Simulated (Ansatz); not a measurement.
## HfIn4SiO6 in Ansatz: convergence with k mesh

The system is HfIn4SiO6.

```
Hf In Si O
1.0
     2.71585   -4.70357    0.00833
     2.71585    4.70357    0.00833
    -1.87915    0.00000    7.40127
Hf In Si O
1 4 1 6
Direct
  0.78835 0.21165 0.00000
  0.62175 0.37825 0.50000
  0.45502 0.54498 0.00000
  0.28407 0.71593 0.50000
  0.95814 0.04186 0.50000
  0.12168 0.87832 0.00000
  0.06219 0.11415 0.86666
  0.88585 0.93781 0.13334
  0.79490 0.53784 0.86663
  0.46216 0.20510 0.13337
  0.15352 0.62879 0.13333
  0.37121 0.84648 0.86667
```

The cell was built by a generator and needn't be a form met in nature.

```yaml
Program: Ansatz 0.2.0
Task: convergence study
Functional: PBE
Potentials_or_basis: Ansatz PAW
Cutoff: "420 eV (not typed: the program's choice for these potentials)"
k_mesh: 2 × 2 × 1
Occupations: fermi-dirac, width 0.05 eV
Spin: no spin polarisation
```

These are the settings of the first run; the series varies k mesh, with any setting tied to it.

Hardware: 8 threads of Arm Neoverse V1, with other jobs on the host.

Problem. The values tried are 2 × 2 × 1, 2 × 2 × 2, 3 × 3 × 2, 4 × 4 × 2, 4 × 4 × 3, 5 × 5 × 4, 7 × 7 × 4, 8 × 8 × 5, 10 × 10 × 6, loosest first. From which on does the gap on the mesh stay within 0.01 eV of the tightest run that finished?

Solution. From 3 × 3 × 2 on.

| k mesh | energy less the tightest run, at zero smearing (meV/atom) | pressure (GPa) | largest force (eV/Å) | gap on the mesh (eV) | SCF cycles | CPU time (s) | peak memory (GiB) |
| --- | --- | --- | --- | --- | --- | --- | --- |
| 2 × 2 × 1 | 19.02 | 2.11 | 0.439 | - | 11 | 5 | 0.51 |
| 2 × 2 × 2 | 23.56 | 2.42 | 0.184 | 0.113 | 9 | 8.2 | 0.65 |
| 3 × 3 × 2 | -20.42 | 0.11 | 0.245 | 0.000 | 9 | 14 | 0.74 |
| 4 × 4 × 2 | -11.73 | -0.37 | 0.062 | 0.000 | 8 | 20 | 0.81 |
| 4 × 4 × 3 | -8.93 | -0.37 | 0.082 | 0.000 | 7 | 25 | 0.86 |
| 5 × 5 × 4 | 9.42 | -0.16 | 0.076 | 0.000 | 8 | 51 | 1 |
| 7 × 7 × 4 | 2.11 | 0.05 | 0.013 | 0.000 | 8 | 92 | 1.1 |
| 8 × 8 × 5 | -1.59 | 0.02 | 0.008 | 0.000 | 8 | 140 | 1.3 |
| 10 × 10 × 6 | 0.00 | 0.00 | 0.055 | 0.000 | 8 | 270 | 1.9 |

Against the tightest run, the pressure stays within 0.1 GPa from 7 × 7 × 4 on. Not settled before the last step: the energy (to 1 meV/atom), the largest force (to 0.005 eV/Å). Meshes of other sizes hit other points, so gaps and Fermi surfaces needn't settle smoothly. The tightest run that finished is the yardstick and may itself not be fully converged.

Caveat, for the tightest run too: the pressure holds a Pulay correction of +0.4 GPa for the finite cutoff. Spin-orbit coupling is left out, which matters for the levels of Hf.
